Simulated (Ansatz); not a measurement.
# Sr2SO: the cost of one run

Computed with Ansatz 0.2.0 (DFT LDA, scalar-relativistic, plane waves, PAW, unless a step's input says otherwise).

**1. The system as given**

The structure is tetragonal, space group P4/mmm (No. 123). The conventional cell has a = 4.043 Å, b = 4.043 Å, c = 5.718 Å, α = 90.00°, β = 90.00°, γ = 90.00°. Sr (site symmetry 4/mmm) has 2 S at 2.86 Å and 4 O at 2.86 Å as nearest neighbours. Sr (site symmetry 4/mmm) is surrounded by 2 O at 2.86 Å and 4 S at 2.86 Å. S (site symmetry 4/mmm) is surrounded by 6 Sr at 2.86 Å. Around O (site symmetry 4/mmm) lie 6 Sr at 2.86 Å.

As a file:

```
Sr S O
1.0
     4.04324    0.00000    0.00000
     0.00000    4.04324    0.00000
     0.00000    0.00000    5.71800
Sr S O
2 1 1
Direct
  0.00000 0.00000 0.00000
  0.50000 0.50000 0.50000
  0.00000 0.00000 0.50000
  0.50000 0.50000 0.00000
```

The structure comes from the Materials Project (structure only).

**2. Probe: one point at the start**

input.yaml reads:

```yaml
crystal:
  lattice:
    - [4.043237, 0.0, 0.0]
    - [0.0, 4.043237, 0.0]
    - [0.0, 0.0, 5.718]
  atoms:
    - { symbol: Sr, position: [0.0, 0.0, 0.0] }
    - { symbol: Sr, position: [0.5, 0.5, 0.5] }
    - { symbol: S, position: [0.0, 0.0, 0.5] }
    - { symbol: O, position: [0.5, 0.5, 0.0] }
basis:
  ecutwfc: 420
kpoints:
  mp_grid: { grid: [4, 4, 4] }
hamiltonian:
  xc: lda
scf:
  occupations: { method: gaussian, width: 0.1 }
output:
  forces: true
  stress: true
  eigenvalues: true
```

On the command line:

```sh
ansatz run input.yaml --threads 1 --pin off --max-ram 1228MiB --backend cpu --events-out ev --progress --plain --runs-dir out
```

What time and memory should one allow on 1 thread of an x86-64 CPU, shared host?

About 1 s, with a peak of 0.41 GiB.
